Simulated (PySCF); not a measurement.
ClGaBrH, in a box:

```
Cl Ga Br H
1.0
    13.00000    0.00000    0.00000
     0.00000   13.00000    0.00000
     0.00000    0.00000   11.00000
Cl Ga Br H
1 1 1 1
Cartesian
  4.9732 6.4902 4.8172
  7.0324 6.7526 5.2931
  8.0528 4.9627 6.2508
  7.7717 8.0793 5.0008
```

Base run:

* Program: PySCF 2.14.0
* Functional: PBE0
* Dispersion: D4
* Potentials or basis: def2-svp (all-electron)
* k mesh: 1 × 1 × 1
* Occupations: fixed
* Spin: no spin polarisation

Its results: gap between the frontier levels 6.84 eV.

Question: After a change of settings the same cell gave: gap between the frontier levels 6.63 eV. Which change was it?
A. functional from PBE0 to M06
B. functional from PBE0 to PBEsol0; dispersion from D4 to none
C. functional from PBE0 to MN15-L; dispersion from D4 to D3

Answer: A.

Caveats: this is a molecule in a periodic box at the Γ point, so its band gap is the HOMO-LUMO gap; relativity is left out, which matters for the heavier elements; the basis of atomic orbitals isn't converged, which shifts pressures, moduli and gaps.

Runs at the PBE level aren't shown here.
